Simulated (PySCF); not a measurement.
# C₇H₈O₂: excited states, part 1 of 2

What do calculations give for the excited states of C₇H₈O₂ (`CC1=C[C@@H]1/C=C/C(=O)O`)?

Computed with PySCF 2.14.0 and routines of our own; the level stands in each step. Atoms count from 0.

## Step 1: The system as given

17 atoms, charge 0, multiplicity 1; geometry from: GFN2-xTB.

## Step 2: Excited states: TDA B3LYP/def2-SVP

What the job is given:

```
{"job": {"kind": "states", "xc": "B3LYP", "basis": "def2-SVP", "tda": true, "soc": true, "nstates": 5, "ntriplets": 5, "nquad": 4}, "charge": 0, "multiplicity": 1}
C      2.918780    -0.011925    -0.764191
C      1.999007    -0.319112     0.328872
C      1.592014    -0.977430     1.364832
C      0.664220     0.135321     0.904382
C     -0.565815    -0.195986     0.203158
C     -1.678491     0.547856     0.200004
C     -2.863067     0.127574    -0.541007
O     -2.967561    -0.869864    -1.215941
O     -3.885074     0.997103    -0.399346
H      3.805010    -0.641652    -0.708169
H      2.420132    -0.177866    -1.719628
H      3.216470     1.035917    -0.720601
H      1.688407    -1.735551     2.099952
H      0.629745     1.058153     1.478841
H     -0.569599    -1.120954    -0.361424
H     -1.758253     1.478421     0.740352
H     -4.652921     0.682025    -0.899996
```

With the program's defaults for keys left out, this is: TDA B3LYP/def2-SVP excited states, vertical, gas phase, spin-orbit mean-field couplings.

Command:

```console
$ OMP_NUM_THREADS=1 python excited_run.py task.json out
```

This one command runs all jobs of the session in turn.

Standard output:

```text
coarse grid: 14736 points
cycle   1  E = -421.3279185791  dE =  1.554e+00  |g| = 9.984e-01  |ddm| = 4.641e+00
cycle   2  E = -420.9017085999  dE =  4.262e-01  |g| = 1.781e+00  |ddm| = 3.245e+00
cycle   3  E = -421.4966634026  dE = -5.950e-01  |g| = 3.849e-01  |ddm| = 2.425e+00
cycle   4  E = -421.5258117129  dE = -2.915e-02  |g| = 8.954e-02  |ddm| = 4.139e-01
cycle   5  E = -421.5270444356  dE = -1.233e-03  |g| = 3.271e-02  |ddm| = 9.125e-02
cycle   6  E = -421.5273067364  dE = -2.623e-04  |g| = 5.639e-03  |ddm| = 3.992e-02
cycle   7  E = -421.5273127982  dE = -6.062e-06  |g| = 2.675e-03  |ddm| = 9.108e-03
final grid: 143848 points
cycle   8  E = -421.6178153417  dE = -4.074e-05  |g| = 7.248e-03  |ddm| = 3.801e-02
cycle   9  E = -421.6177909444  dE =  2.440e-05  |g| = 1.237e-02  |ddm| = 2.197e-02
cycle  10  E = -421.6178284481  dE = -3.750e-05  |g| = 1.886e-03  |ddm| = 1.503e-02
cycle  11  E = -421.6178292081  dE = -7.600e-07  |g| = 3.494e-04  |ddm| = 1.985e-03
cycle  12  E = -421.6178292284  dE = -2.027e-08  |g| = 1.670e-04  |ddm| = 4.794e-04
cycle  13  E = -421.6178292342  dE = -5.767e-09  |g| = 4.897e-05  |ddm| = 1.806e-04
cycle  14  E = -421.6178292347  dE = -5.327e-10  |g| = 1.165e-05  |ddm| = 6.424e-05
converged SCF energy = -421.6178292347

Singlet excitations
state   eV       nm        f     d(h-e)  d(exc)  Lambda  PR(NTO)  |dmu|/D   mu/D   main configurations
  1   4.7359   261.8   0.00028   1.715   2.988   0.445   1.003    5.170    2.669   H-1->L 0.90
  2   5.1949   238.7   0.00606   2.685   3.771   0.476   1.006    8.703   11.228   H-2->L 0.91
  3   5.4575   227.2   0.33008   1.012   3.322   0.658   1.037    3.072    1.652   H->L 0.62, H->L+1 0.32
  4   6.1002   203.2   0.50308   0.407   3.421   0.554   1.077    0.788    3.190   H->L+1 0.65, H->L 0.28
  5   6.6773   185.7   0.00048   4.590   5.241   0.386   1.018                     H-1->L+1 0.89

Triplet excitations (Tamm-Dancoff)
state   eV     d(h-e)  d(exc)  Lambda  PR(NTO)   main configurations
  1   3.5558   0.151   2.669   0.756   1.020   H->L 0.93
  2   4.2853   0.346   2.472   0.609   1.023   H-2->L+1 0.46, H-2->L 0.41
  3   4.3943   1.518   2.845   0.442   1.018   H-1->L 0.83, H-2->L 0.10
  4   5.2784   2.184   3.528   0.601   1.026   H-2->L 0.47, H-2->L+1 0.42
  5   5.3731   1.437   2.939   0.500   1.795   H-3->L 0.61, H->L+1 0.29
S1 - T1 = 1.1802 eV

Spin-orbit couplings |<S|Hso|T>| (cm-1)
             T1       T2       T3       T4       T5
S0        1.474    2.288   42.381    5.315    5.244
S1       19.841    0.947    0.548    2.545   27.268
S2        2.961    3.566    1.973    2.597    3.549
S3        2.390    3.553   13.846    1.414    0.954
S4        2.705    0.926   13.894    3.496    1.617
S5        0.742    2.140    2.687    0.597   11.873
T1 sublevels (cm-1): 0.000 0.001 0.016   radiative rates (1/s): 0.268 0.0976 0.115
```

Wall time 57 s (1 thread of Arm Neoverse N1, shared host); peak memory 0.76 GiB.

In short:

| quantity | value |
| --- | --- |
| S1 less T1 | 1.18 eV |

The fields below are evaluated on a grid from the run's orbitals.

Frontier orbitals at B3LYP/def2-SVP, with the share of their density that lies nearest to each atom:

| orbital | energy (eV) | lies on |
| --- | --- | --- |
| HOMO | -6.75 | C5 32 %; C4 17 %; C3 12 % |
| LUMO | -1.16 | C4 26 %; C5, C6 about 14 % each; O7 10 % |

ELF in a plane through or near 7 of the atoms.

Ten even steps from '0' (0.00) to '9' (1.00):
```
0000000000000000000000000000
0000000000000000000000000000
0000000000000000000000000000
0000000001100000000000000000
0000000069950000000000000000
0000000089990000000000000000
0000068589970000001100000000
0000299958810011004411570000
0000499947620244235234995000
0000199868551455564765883000
0000011043263811768454420000
0000000058764864866323200000
0000000157158545763000000000
0000000146467412452000000000
0000000026752100000000000000
0000000014410000000000000000
0000000000000000000000000000
0000000000000000000000000000
0000000000000000000000000000
0000000000000000000000000000
```
The map spans 14.7 Å across and 9.7 Å up, centred on the molecule. Atoms in the plane (x, y in Å): C1 (-2.0, -0.2), C2 (-1.8, -1.4), C4 (0.5, -0.3), C6 (2.9, 0.3), H9 (-3.8, 0.9), H10 (-2.3, 1.9), H16 (4.7, 0.6).

On the surface of density 0.002 e/bohr³ the electrostatic potential runs, from the 1st to the 99th percentile, from -1.85 V near O7 to 2.00 V near H16.

## Step 3: Excited states: B3LYP/def2-SVPP

Settings changed since step 2:

```diff
@@ -1,2 +1,2 @@
-{"job": {"kind": "states", "xc": "B3LYP", "basis": "def2-SVP", "tda": true, "soc": true, "nstates": 5, "ntriplets": 5, "nquad": 4}, "charge": 0, "multiplicity": 1}
+{"job": {"kind": "states", "xc": "B3LYP", "basis": "def2-SVPP", "tda": true, "soc": true, "nstates": 4, "ntriplets": 5, "nquad": 4, "grid": 0, "scf": {"max_cycle": 66}}, "charge": 0, "multiplicity": 1}
 C      2.918780    -0.011925    -0.764191
```

Method: B3LYP/def2-SVPP.

Standard output:

```text
KeyError: 'Basis set def2-SVPP does not exist'
```

It took 0.01 s on 1 thread of Arm Neoverse N1, shared host.

**What went wrong.** The input was refused with the message shown. Cure: check the setting that the message names.

## Step 4: Excited states: TDA revPBE/def2-SVP

Settings changed since step 3:

```diff
@@ -1,2 +1,2 @@
-{"job": {"kind": "states", "xc": "B3LYP", "basis": "def2-SVPP", "tda": true, "soc": true, "nstates": 4, "ntriplets": 5, "nquad": 4, "grid": 0, "scf": {"max_cycle": 66}}, "charge": 0, "multiplicity": 1}
+{"job": {"kind": "states", "xc": "revPBE", "basis": "def2-SVP", "tda": true, "soc": true, "nstates": 5, "ntriplets": 5, "nquad": 4}, "charge": 0, "multiplicity": 1}
 C      2.918780    -0.011925    -0.764191
```

With the program's defaults for keys left out, this is: TDA revPBE/def2-SVP excited states, vertical, gas phase, spin-orbit mean-field couplings.

Standard output:

```text
coarse grid: 14736 points
cycle   1  E = -421.1895013784  dE =  1.343e+00  |g| = 1.042e+00  |ddm| = 4.702e+00
cycle   2  E = -420.3437155751  dE =  8.458e-01  |g| = 2.224e+00  |ddm| = 3.961e+00
cycle   3  E = -421.3144825871  dE = -9.708e-01  |g| = 6.798e-01  |ddm| = 3.248e+00
cycle   4  E = -421.4106347574  dE = -9.615e-02  |g| = 1.330e-01  |ddm| = 7.029e-01
cycle   5  E = -421.4126021179  dE = -1.967e-03  |g| = 7.912e-02  |ddm| = 1.816e-01
cycle   6  E = -421.4141067782  dE = -1.505e-03  |g| = 1.847e-02  |ddm| = 1.028e-01
cycle   7  E = -421.4141700874  dE = -6.331e-05  |g| = 1.032e-02  |ddm| = 3.084e-02
cycle   8  E = -421.4141985951  dE = -2.851e-05  |g| = 2.455e-03  |ddm| = 1.188e-02
cycle   9  E = -421.4142000544  dE = -1.459e-06  |g| = 5.853e-04  |ddm| = 3.545e-03
final grid: 143848 points
cycle  10  E = -421.5040951379  dE = -1.346e-05  |g| = 1.898e-02  |ddm| = 6.291e-02
cycle  11  E = -421.5038212980  dE =  2.738e-04  |g| = 4.034e-02  |ddm| = 6.137e-02
cycle  12  E = -421.5041618201  dE = -3.405e-04  |g| = 8.104e-03  |ddm| = 4.737e-02
cycle  13  E = -421.5041758131  dE = -1.399e-05  |g| = 1.408e-03  |ddm| = 8.179e-03
cycle  14  E = -421.5041762000  dE = -3.870e-07  |g| = 3.405e-04  |ddm| = 1.446e-03
cycle  15  E = -421.5041762150  dE = -1.501e-08  |g| = 2.068e-04  |ddm| = 4.760e-04
cycle  16  E = -421.5041762269  dE = -1.190e-08  |g| = 3.678e-05  |ddm| = 2.709e-04
cycle  17  E = -421.5041762273  dE = -3.530e-10  |g| = 1.273e-05  |ddm| = 6.157e-05
converged SCF energy = -421.5041762273

Singlet excitations
state   eV       nm        f     d(h-e)  d(exc)  Lambda  PR(NTO)  |dmu|/D   mu/D   main configurations
  1   4.0250   308.0   0.00013   2.425   3.561   0.394   1.001    6.945    4.511   H->L 0.99
  2   4.6235   268.2   0.00293   2.944   3.951   0.472   1.004    8.872   11.327   H-2->L 0.95
  3   5.0133   247.3   0.14621   2.189   3.707   0.586   1.042    6.361    4.199   H-1->L+1 0.54, H-1->L 0.41
  4   5.0630   244.9   0.00283   4.527   5.179   0.201   1.017   13.754   11.339   H->L+1 0.96
  5   5.6618   219.0   0.61145   1.325   3.687   0.620   1.211                     H-1->L 0.43, H-1->L+1 0.38, H-4->L 0.10

Triplet excitations (Tamm-Dancoff)
state   eV     d(h-e)  d(exc)  Lambda  PR(NTO)   main configurations
  1   3.4795   0.169   2.843   0.762   1.009   H-1->L 0.95
  2   3.7653   2.092   3.311   0.397   1.001   H->L 0.98
  3   4.1180   1.124   3.025   0.532   1.010   H-2->L 0.77, H-2->L+1 0.22
  4   4.8230   1.543   3.325   0.708   1.021   H-2->L+1 0.75, H-2->L 0.23
  5   4.8940   1.992   3.308   0.520   1.208   H-3->L 0.89, H-1->L+1 0.09
S1 - T1 = 0.5455 eV

Spin-orbit couplings |<S|Hso|T>| (cm-1)
             T1       T2       T3       T4       T5
S0        2.027   34.948    3.090    2.253    2.801
S1       20.871    1.204    1.703    1.901   29.277
S2        3.059    2.260    2.418    2.927    2.796
S3        3.275   14.837    2.817    2.054    0.976
S4        2.784    4.263    0.482    1.726    9.660
S5        2.199   11.254    2.204    3.614    1.200
T1 sublevels (cm-1): 0.000 0.001 0.091   radiative rates (1/s): 0.415 0.111 1.49
```

Run time: 56 s. Hardware: 1 thread of Arm Neoverse N1, shared host; peak memory 0.63 GiB.

In short:

```csv
quantity,value
S1 less T1,0.55 eV
```

## Step 5: Excited states: TDA KT2/jun-cc-pV(D+d)Z in methanol

Settings changed since step 4:

```diff
@@ -1,2 +1,2 @@
-{"job": {"kind": "states", "xc": "revPBE", "basis": "def2-SVP", "tda": true, "soc": true, "nstates": 5, "ntriplets": 5, "nquad": 4}, "charge": 0, "multiplicity": 1}
+{"job": {"kind": "states", "xc": "KT2", "basis": "jun-cc-pV(D+d)Z", "tda": true, "soc": true, "nstates": 2, "ntriplets": 5, "nquad": 4, "solvent": "methanol", "scf": {"guess": "atom"}}, "charge": 0, "multiplicity": 1}
 C      2.918780    -0.011925    -0.764191
```

With the program's defaults for keys left out, this is: TDA KT2/jun-cc-pV(D+d)Z excited states, vertical, IEF-PCM methanol (non-equilibrium response), spin-orbit mean-field couplings.

Standard output:

```text
final grid: 143848 points
cycle   1  E = -428.2060580544  dE =  2.629e+00  |g| = 1.717e+00  |ddm| = 6.769e+00
cycle   2  E = -427.1302331959  dE =  1.076e+00  |g| = 2.656e+00  |ddm| = 1.088e+01
cycle   3  E = -428.9191505789  dE = -1.789e+00  |g| = 5.827e-01  |ddm| = 1.021e+01
cycle   4  E = -428.9830425182  dE = -6.389e-02  |g| = 2.449e-01  |ddm| = 9.289e-01
cycle   5  E = -428.9935123449  dE = -1.047e-02  |g| = 1.060e-01  |ddm| = 3.934e-01
cycle   6  E = -428.9958491698  dE = -2.337e-03  |g| = 1.730e-02  |ddm| = 1.214e-01
cycle   7  E = -428.9958902469  dE = -4.108e-05  |g| = 1.054e-02  |ddm| = 2.911e-02
cycle   8  E = -428.9959197175  dE = -2.947e-05  |g| = 2.717e-03  |ddm| = 1.496e-02
cycle   9  E = -428.9959214739  dE = -1.756e-06  |g| = 6.112e-04  |ddm| = 3.974e-03
cycle  10  E = -428.9959215601  dE = -8.616e-08  |g| = 2.007e-04  |ddm| = 1.052e-03
cycle  11  E = -428.9959215635  dE = -3.396e-09  |g| = 1.620e-04  |ddm| = 4.609e-04
cycle  12  E = -428.9959215705  dE = -7.048e-09  |g| = 3.725e-05  |ddm| = 2.323e-04
cycle  13  E = -428.9959215707  dE = -2.077e-10  |g| = 2.675e-05  |ddm| = 7.448e-05
converged SCF energy = -428.9959215707

Singlet excitations
state   eV       nm        f     d(h-e)  d(exc)  Lambda  PR(NTO)  |dmu|/D   mu/D   main configurations
  1   4.1130   301.4   0.00356   3.055   4.077   0.412   1.003    9.969   13.790   H-1->L 0.98
  2   4.4891   276.2   0.00081   2.061   3.356   0.399   1.001    6.393    2.721   H-2->L 0.99

Triplet excitations (Tamm-Dancoff)
state   eV     d(h-e)  d(exc)  Lambda  PR(NTO)   main configurations
  1   3.3932   0.434   2.994   0.747   1.008   H->L 0.97
  2   3.8057   2.130   3.617   0.432   1.006   H-1->L 0.92
  3   4.2405   1.851   3.201   0.398   1.005   H-2->L 0.99
  4   4.6276   0.743   2.948   0.736   1.017   H-1->L+1 0.89
  5   5.1193   1.568   3.244   0.548   1.617   H-3->L 0.73, H->L+1 0.24
S1 - T1 = 0.7198 eV

Spin-orbit couplings |<S|Hso|T>| (cm-1)
             T1       T2       T3       T4       T5
S0        1.438    1.988   33.818    2.817    4.183
S1        3.193    1.403    2.076    3.181    1.946
S2       19.647    2.166    1.129    0.980   26.591
T1 sublevels (cm-1): 0.000 0.001 0.012   radiative rates (1/s): 0.308 0.482 1.18
```

Wall time 59 s (1 thread of Arm Neoverse N1, shared host); peak memory 0.87 GiB.

Key values:

| quantity | value |
| --- | --- |
| S1 less T1 | 0.72 eV |

## Step 6: Excited states: TDA LC-wPBE/def2-SVP

Settings changed since step 5:

```diff
@@ -1,2 +1,2 @@
-{"job": {"kind": "states", "xc": "KT2", "basis": "jun-cc-pV(D+d)Z", "tda": true, "soc": true, "nstates": 2, "ntriplets": 5, "nquad": 4, "solvent": "methanol", "scf": {"guess": "atom"}}, "charge": 0, "multiplicity": 1}
+{"job": {"kind": "states", "xc": "LC-wPBE", "basis": "def2-SVP", "tda": true, "soc": true, "nstates": 5, "ntriplets": 5, "nquad": 4}, "charge": 0, "multiplicity": 1}
 C      2.918780    -0.011925    -0.764191
```

With the program's defaults for keys left out, this is: TDA LC-wPBE/def2-SVP excited states, vertical, gas phase, spin-orbit mean-field couplings.

Standard output:

```text
coarse grid: 14736 points
cycle   1  E = -421.0545525539  dE =  2.087e+00  |g| = 9.752e-01  |ddm| = 4.521e+00
cycle   2  E = -421.0183678465  dE =  3.618e-02  |g| = 1.167e+00  |ddm| = 2.144e+00
cycle   3  E = -421.2536380426  dE = -2.353e-01  |g| = 1.355e-01  |ddm| = 1.209e+00
cycle   4  E = -421.2567896689  dE = -3.152e-03  |g| = 7.032e-02  |ddm| = 1.685e-01
cycle   5  E = -421.2578458106  dE = -1.056e-03  |g| = 1.119e-02  |ddm| = 7.676e-02
cycle   6  E = -421.2579068239  dE = -6.101e-05  |g| = 4.437e-03  |ddm| = 2.577e-02
cycle   7  E = -421.2579170929  dE = -1.027e-05  |g| = 1.603e-03  |ddm| = 1.162e-02
cycle   8  E = -421.2579191871  dE = -2.094e-06  |g| = 6.956e-04  |ddm| = 5.798e-03
final grid: 143848 points
cycle   9  E = -421.3447489026  dE = -3.422e-05  |g| = 3.782e-03  |ddm| = 2.523e-02
cycle  10  E = -421.3447506206  dE = -1.718e-06  |g| = 3.080e-03  |ddm| = 7.215e-03
cycle  11  E = -421.3447527261  dE = -2.106e-06  |g| = 6.193e-04  |ddm| = 3.217e-03
cycle  12  E = -421.3447528169  dE = -9.077e-08  |g| = 2.537e-04  |ddm| = 7.320e-04
cycle  13  E = -421.3447528322  dE = -1.534e-08  |g| = 1.011e-04  |ddm| = 4.282e-04
cycle  14  E = -421.3447528348  dE = -2.621e-09  |g| = 2.182e-05  |ddm| = 1.286e-04
cycle  15  E = -421.3447528353  dE = -4.339e-10  |g| = 7.769e-06  |ddm| = 1.055e-04
converged SCF energy = -421.3447528353

Singlet excitations
state   eV       nm        f     d(h-e)  d(exc)  Lambda  PR(NTO)  |dmu|/D   mu/D   main configurations
  1   5.3279   232.7   0.00044   1.085   2.453   0.384   1.009    3.592    1.327   H-2->L 0.79
  2   6.0386   205.3   0.51159   0.251   2.840   0.693   1.145    0.718    3.120   H->L 0.79, H->L+1 0.11
  3   6.4353   192.7   0.02958   1.735   3.201   0.455   1.040    6.744    9.097   H-1->L 0.86
  4   6.8106   182.0   0.34902   0.451   2.748   0.508   1.282    1.244    2.252   H->L+1 0.66, H->L 0.15
  5   7.6346   162.4   0.13945   0.317   2.514   0.715   1.525                     H-1->L+1 0.71

Triplet excitations (Tamm-Dancoff)
state   eV     d(h-e)  d(exc)  Lambda  PR(NTO)   main configurations
  1   3.5269   0.127   2.393   0.719   1.033   H->L 0.84
  2   4.2489   0.099   2.074   0.687   1.013   H-1->L+1 0.70, H-1->L 0.22
  3   4.8500   0.991   2.376   0.382   1.010   H-2->L 0.76
  4   5.8496   0.833   2.367   0.486   1.348   H-3->L 0.61, H->L+1 0.09
  5   6.0954   1.018   2.590   0.484   1.410   H->L+1 0.56, H-4->L 0.10
S1 - T1 = 1.8009 eV

Spin-orbit couplings |<S|Hso|T>| (cm-1)
             T1       T2       T3       T4       T5
S0        1.059    0.455   48.685    3.525    9.959
S1       16.289    0.330    0.353   33.620   10.803
S2        1.353    2.636   14.126    0.434    2.170
S3        3.441    3.687    3.396    5.545    1.449
S4        2.307    2.112   13.643    1.218    1.729
S5        2.357    4.405    3.560    2.053    2.870
T1 sublevels (cm-1): 0.000 0.001 0.006   radiative rates (1/s): 0.0034 0.0626 0.11
```

It took 67 s on 1 thread of Arm Neoverse N1, shared host; peak memory 0.69 GiB.

From this job:

```csv
quantity,value
S1 less T1,1.80 eV
```

(Continued in part 2 of 2.)
